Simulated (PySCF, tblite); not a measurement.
# C₄H₁₂FNSi₂: geometry, infrared bands and NMR shifts

What infrared bands and NMR shifts should C₄H₁₂FNSi₂ (`C=C[C@@H](N)C[SiH2][SiH2]F`) show?

Programs: tblite 0.8.0 and PySCF 2.14.0, with density-fitted response routines of our own. Each step states its level of theory. These are calculated values for one molecule in the gas phase, unless marked as measured. Atoms count from 0, in the outputs and in this text.

## 1. Starting geometry

20 atoms, charge 0, multiplicity 1; geometry from: force field or distance geometry start.

Bonds of the start (Å): C0–C1 1.33, C1–C2 1.51, C2–N3 1.47, C2–C4 1.53, C4–Si5 1.88, Si5–Si6 2.31, Si6–F7 1.61, C0–H8 1.09, C0–H9 1.10, C1–H10 1.09, C2–H11 1.10, N3–H12 1.03, N3–H13 1.01, C4–H14 1.10, C4–H15 1.10, Si5–H16 1.48, Si5–H17 1.50, Si6–H18 1.48, Si6–H19 1.48.

## 2. Relaxing the molecule with GFN2-xTB

What the job is given:

```
{"job": {"kind": "relax", "xc": "GFN2-xTB", "basis": "xTB"}, "charge": 0, "multiplicity": 1}
C     -3.274900    -0.172600     0.697700
C     -2.053600     0.297100     0.927900
C     -0.866000     0.085500     0.021500
N     -0.424700     1.403400    -0.456000
C      0.257800    -0.643900     0.757800
Si     1.637700    -1.317500    -0.321800
Si     2.926900     0.394800    -1.188300
F      3.415300     1.383900    -0.008900
H     -3.516000    -0.731800    -0.200400
H     -4.092500     0.003200     1.410900
H     -1.873500     0.838900     1.859500
H     -1.191500    -0.498400    -0.855000
H     -0.193100     1.987800     0.360200
H     -1.197400     1.862000    -0.918600
H      0.686800     0.007500     1.533100
H     -0.166700    -1.506200     1.291000
H      1.072100    -2.171300    -1.393900
H      2.487100    -2.217100     0.522200
H      4.140200    -0.177300    -1.822000
H      2.221000     1.182700    -2.219800
```

Launch:

```console
$ OMP_NUM_THREADS=1 python probes_run.py task.json out
```

One launch serves the whole session: the jobs run in the order shown.

**Question.** This job is followed by: GFN2-xTB harmonic vibrations, gas phase; GIAO PBE0/pcSseg-1 NMR shielding, non-relativistic, gas phase. What will the session give for the following? strongest single infrared mode (GFN2-xTB); zero-point energy (GFN2-xTB); ¹³C shifts against TMS (PBE0/pcSseg-1); ¹H shifts against TMS (PBE0/pcSseg-1, means over atoms taken as alike); ¹⁵N shifts against NH3 (PBE0/pcSseg-1); ²⁹Si shifts against TMS (PBE0/pcSseg-1); ¹⁹F shifts against CFCl3 (PBE0/pcSseg-1); surface potential, 1st and 99th percentile.

The runs gave:

```
                                                              quantity                                                                 value
                             strongest single infrared mode (GFN2-xTB)                                                 2181 cm⁻¹, 542 km/mol
                                          zero-point energy (GFN2-xTB)                                                         93.7 kcal/mol
                                ¹³C shifts against TMS (PBE0/pcSseg-1)                                          156.1, 118.5, 59.0, 22.9 ppm
¹H shifts against TMS (PBE0/pcSseg-1, means over atoms taken as alike)  5.93, 5.72, 5.65, 5.35, 5.20, 3.90, 3.66, 3.01, 1.34, 1.24, 1.04 ppm
                                ¹⁵N shifts against NH3 (PBE0/pcSseg-1)                                                              74.4 ppm
                               ²⁹Si shifts against TMS (PBE0/pcSseg-1)                                                       -2.5, -82.7 ppm
                              ¹⁹F shifts against CFCl3 (PBE0/pcSseg-1)                                                            -264.9 ppm
                                 surface potential, 1st and 99th percentile                                                    -1.26 V and 1.44 V
```

The optimisation took 98 steps and gained 0.266 eV; among the close pairs (by a distance rule), C4–Si5 changed most, from 1.877 to 1.909 Å. No mode is imaginary among the 54: a minimum at this level. Unscaled tight-binding wavenumbers are off by several per cent, some by more. Its intensities can rank the bands wrongly. The most deshielded carbon is C1 (alkene CH), at 156.1 ppm: an sp2 carbon of a C=C bond. H10 (hydrogen on an alkene CH) lies farthest downfield among hydrogen, at 5.93 ppm; attached to an sp2 carbon and in the plane of the double bond. At PBE0/pcSseg-1: Shielding is most anisotropic at C1 (span 222 ppm, paramagnetic term -226 ppm).
